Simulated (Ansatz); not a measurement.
# EuRhSi3: the cost of one run

Method: DFT r²SCAN, scalar-relativistic, plane waves, PAW, in Ansatz 0.2.0.

2 further runs of the same task are left out: 1 that didn't finish, 1 set aside as unsound or not needed. Runs told in other sessions of the task aren't counted.

### Step 1. The starting structure

The cell holds 20 atoms (Eu4MgRh4Si11): a = 5.946 Å, b = 5.946 Å, c = 9.870 Å, α = 90.00°, β = 90.00°, γ = 90.00°.

Coordinates:

```
CELL_PARAMETERS angstrom
4.20427 -4.20427 0.00000
-4.20427 -4.20427 0.00000
0.00000 0.00000 -9.86978
ATOMIC_POSITIONS crystal
Eu 0.00000 0.50000 0.49792
Eu 0.50000 0.50000 0.99792
Eu 0.50000 0.00000 0.49792
Eu 0.00000 0.00000 0.99792
Rh 0.99875 0.99834 0.34137
Rh 0.50000 0.00000 0.84520
Rh 0.50000 0.50000 0.34520
Rh 0.00000 0.50000 0.84520
Mg 0.00381 0.00063 0.58068
Si 0.50000 0.00000 0.08550
Si 0.50000 0.50000 0.58550
Si 0.00000 0.50000 0.08550
Si 0.25000 0.25000 0.23669
Si 0.75199 0.25934 0.73837
Si 0.75000 0.75000 0.23669
Si 0.25037 0.74999 0.73895
Si 0.75000 0.25000 0.23669
Si 0.25887 0.25066 0.73201
Si 0.25000 0.75000 0.23669
Si 0.75139 0.75455 0.73405
```

The host was relaxed before at r²SCAN: a = 4.225 Å, b = 4.225 Å, c = 9.918 Å, α = 90.00°, β = 90.00°, γ = 90.00° (conventional cell), 17.702 Å³/atom.

Places, in fractions of the supercell: Mg in place of Si at (0.000, 0.000, 0.585). Its neighbours start displaced at random, with a spread of 0.03 Å in each coordinate.

### Step 2. The perfect crystal in the supercell of 20 atoms

Contents of input.yaml:

```yaml
crystal:
  lattice:
    - [4.2042743164, -4.2042743164, 0.0]
    - [-4.2042743164, -4.2042743164, 0.0]
    - [0.0, 0.0, -9.8697840943]
  atoms:
    - { symbol: Eu, position: [0.0, 0.5, 0.4979222725], spin: 7.33 }
    - { symbol: Eu, position: [0.5, 0.5, 0.9979222725], spin: 7.33 }
    - { symbol: Eu, position: [0.5, 1.0, 0.4979222725], spin: 7.33 }
    - { symbol: Eu, position: [0.0, 1.0, 0.9979222725], spin: 7.33 }
    - { symbol: Rh, position: [0.0, 0.0, 0.3452025765] }
    - { symbol: Rh, position: [0.5, 0.0, 0.8452025765] }
    - { symbol: Rh, position: [0.5, 0.5, 0.3452025765] }
    - { symbol: Rh, position: [0.0, 0.5, 0.8452025765] }
    - { symbol: Si, position: [0.0, 0.0, 0.5854996238] }
    - { symbol: Si, position: [0.5, 0.0, 0.0854996238] }
    - { symbol: Si, position: [0.5, 0.5, 0.5854996238] }
    - { symbol: Si, position: [0.0, 0.5, 0.0854996238] }
    - { symbol: Si, position: [0.25, 0.25, 0.2366872636] }
    - { symbol: Si, position: [0.75, 0.25, 0.7366872636] }
    - { symbol: Si, position: [0.75, 0.75, 0.2366872636] }
    - { symbol: Si, position: [0.25, 0.75, 0.7366872636] }
    - { symbol: Si, position: [0.75, 0.25, 0.2366872636] }
    - { symbol: Si, position: [0.25, 0.25, 0.7366872636] }
    - { symbol: Si, position: [0.25, 0.75, 0.2366872636] }
    - { symbol: Si, position: [0.75, 0.75, 0.7366872636] }
basis:
  ecutwfc: 500
  xc_grid: 3
kpoints:
  mp_grid: { grid: [4, 4, 2], shift: [0.5, 0.5, 0.5] }
hamiltonian:
  xc: r2scan
scf:
  occupations: { method: gaussian, width: 0.05 }
  lower_state_search: "off"
output:
  forces: true
  stress: true
  eigenvalues: true
  populations: true
  hubbard: { sites: [{ species: Eu, l: f }] }
magnetization:
  spin_polarized: true
```

Command:

```sh
ansatz run input.yaml --threads 8 --pin off --max-ram 14336MiB --backend cpu --events-out ev --progress --plain --runs-dir out
```

Q: Estimate wall time and peak memory on 8 threads of Arm Neoverse V2, shared host.

About 23 s, with a peak of 2.1 GiB.
